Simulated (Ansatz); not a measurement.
Write a Python script for Ansatz 0.2.0, Python API that makes a ladder of methods at one geometry of Cl₂FGeH₃Si, SMILES F[Si](Cl)(Cl)[GeH3]. Use (for the species named): LC-wPBE, def2-SVP basis, multiplicity 1. The script varies functional: lc_wpbe, revpbe, blyp, r2scan, cam_b3lyp.

```xyz
8

F    -1.3914   -1.6181    0.9859
Si   -0.1626   -1.1044   -0.0167
Cl    1.5746   -2.0091    0.6315
Cl   -0.4746   -1.6725   -1.9924
Ge    0.0816    1.1900    0.0571
H     0.3694    1.6425    1.5342
H    -1.2011    1.8714   -0.4123
H     1.2964    1.6431   -0.8430
```

`cl2fgeh3si.py`:
```python
"""One geometry of Cl2FGeH3Si, method by method."""

from pathlib import Path

import ansatz as az
import numpy as np

geometry_ang = [
    ("F", [-1.3914, -1.6181, 0.9859]),
    ("Si", [-0.1626, -1.1044, -0.0167]),
    ("Cl", [1.5746, -2.0091, 0.6315]),
    ("Cl", [-0.4746, -1.6725, -1.9924]),
    ("Ge", [0.0816, 1.19, 0.0571]),
    ("H", [0.3694, 1.6425, 1.5342]),
    ("H", [-1.2011, 1.8714, -0.4123]),
    ("H", [1.2964, 1.6431, -0.843]),
]
cl2fgeh3si = az.Crystal.molecule()
for symbol, xyz in geometry_ang:
    cl2fgeh3si = cl2fgeh3si.atom(symbol, xyz)

job = cl2fgeh3si.calculation().basis(gaussian="def2-SVP")

print("functional    E (Ha)        dipole (D)   HOMO (eV)  LUMO (eV)")
for name in ["lc_wpbe", "revpbe", "blyp", "r2scan", "cam_b3lyp"]:
    summary = job.functional(name).forces().orbitals().run(threads=1, backend="cpu", runs_dir="runs").report
    lines = Path(summary["orbitals_path"]).read_text().splitlines()
    field_of = lambda key: [line.split("=")[1].strip() for line in lines if line.startswith(key)]
    orbitals = [(27.211386 * float(e), s, float(n)) for e, s, n in zip(field_of("Ene="), field_of("Spin="), field_of("Occup="))]
    homo = max(e for e, _, n in orbitals if n > 0.5)
    lumo = min(e for e, _, n in orbitals if n < 0.5)
    dipole = 4.803205 * np.linalg.norm(summary["charge_distribution"]["dipole_moment_e_ang"])
    print(f"{name:10s} {summary['free_energy_ev'] / 27.211386246:14.6f} {dipole:9.3f} {homo:11.3f} {lumo:10.3f}")
```

```console
$ python cl2fgeh3si.py
functional    E (Ha)        dipole (D)   HOMO (eV)  LUMO (eV)
lc_wpbe      -3387.307048     1.719     -11.400      1.777
revpbe       -3387.548816     1.450      -7.460     -1.179
blyp         -3387.997812     1.363      -7.274     -1.056
r2scan       -3387.854581     1.593      -7.897     -1.050
cam_b3lyp    -3388.101305     1.616     -10.004      0.739
```

Total energies depend on the basis set; only differences at equal settings carry meaning. The geometry is a force-field or estimated start, not a minimum of this method, and the basis set is short of its limit. A lower total doesn't mark the better method: functionals have no common bound, and MP2 and coupled cluster aren't variational. Levels such as HOMO and LUMO are orbital energies: with these approximate functionals they aren't the ionisation energy and electron affinity, and their gap isn't the fundamental gap. Hardware and time: 27 s on 1 thread of Arm Neoverse V2, with other jobs on the host, peak memory 0.42 GiB.
